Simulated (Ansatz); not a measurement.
Runs of Ansatz 0.2.0 on HfB. Symmetry: Fm-3m, No. 225, cubic system. Conventional cell: a = 4.620 Å, b = 4.620 Å, c = 4.620 Å, α = 90.00°, β = 90.00°, γ = 90.00°. Around Hf (site symmetry m-3m) lie 6 B at 2.31 Å. B (site symmetry m-3m) has 6 Hf at 2.31 Å as nearest neighbours. 

```csv
level,gap on the mesh (eV),pressure (GPa),relaxed volume (Å³/atom)
BLYP,none,0.0,14.59
BLYP+D4,none,0.0,(b)
PBEsol,none,0.0,13.72
LDA,none,0.0,(a)
BLYP+D3(BJ),none,0.0,13.75
```

Alike in all rows: task relaxation of cell and atoms; potentials or basis Ansatz PAW; no spin polarisation; cell relaxed; k mesh 10 × 10 × 10; cutoff (eV) 420; smearing fermi-dirac 0.05 eV.

**Question.** Fill in the values left out.

**Answer.** (a) 13.38; (b) 14.00.

Caveats: the plane-wave basis is chosen anew once the cell has moved, so the energies of steps on either side of that aren't comparable; the PAW data sets come from PBE, with cores solved anew for the run's functional, which leaves a small shift of forces and pressure; pairwise dispersion overbinds metals, which lowers pressure and volume (some runs); the volume moved by over 15 % at a fixed basis, so the end points are rough (some runs).

A k mesh can miss the band edges, and the runs leave out spin-orbit coupling on Hf.

A gap of «none» marks a metal or a gap under the smearing width.

Runs at the PBE level aren't shown here.
